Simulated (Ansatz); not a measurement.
# CH2BrClO2Si: the cost of one run

All numbers below are computed with Ansatz 0.2.0 (RKS BLYP/def2-SVP).

**1. The structure to begin with**

Bond lengths: O1–C2 1.264 Å, C2–O3 1.335 Å, C2–Si4 1.833 Å, Si4–Cl5 2.061 Å, Si4–Br6 2.244 Å, O3–H7 1.028 Å, Si4–H8 1.517 Å. Angles: O1–C2–O3 118.4°, O1–C2–Si4 123.5°, O3–C2–Si4 118.1°, C2–O3–H7 106.7°, C2–Si4–Cl5 113.5°, C2–Si4–Br6 112.2°, C2–Si4–H8 112.8°, Cl5–Si4–Br6 108.5°, Cl5–Si4–H8 103.7°, Br6–Si4–H8 105.5°.

Structure file:

```xyz
8

O     0.5151   -1.6764    0.9153
C     0.5636   -0.5451    0.3540
O     1.7490    0.0586    0.2449
Si   -0.9039    0.2973   -0.3508
Cl   -0.7461    0.6678   -2.3720
Br   -1.3543    2.2314    0.6940
H     2.4379   -0.5596    0.6928
H    -2.1691   -0.5312   -0.2339
```

**2. Relaxing end A**

input.yaml

```yaml
crystal:
  periodic: [false, false, false]
  atoms:
    - { symbol: O, position_ang: [0.5151, -1.6764, 0.9153] }
    - { symbol: C, position_ang: [0.5636, -0.5451, 0.354] }
    - { symbol: O, position_ang: [1.749, 0.0586, 0.2449] }
    - { symbol: Si, position_ang: [-0.9039, 0.2973, -0.3508] }
    - { symbol: Cl, position_ang: [-0.7461, 0.6678, -2.372] }
    - { symbol: Br, position_ang: [-1.3543, 2.2314, 0.694] }
    - { symbol: H, position_ang: [2.4379, -0.5596, 0.6928] }
    - { symbol: H, position_ang: [-2.1691, -0.5312, -0.2339] }
basis:
  gaussian: { orbitals: def2-SVP }
hamiltonian:
  xc: blyp
relax:
  f_tol: 0.015
  max_steps: 40
```

Run with:

```
$ ansatz run input.yaml --threads 2 --pin off --max-ram 3072MiB --backend cpu --events-out ev --progress --plain --runs-dir out
```

What time and memory should one allow on 2 threads of Arm Neoverse V1, shared host?

About 58 s, with a peak of 0.18 GiB.
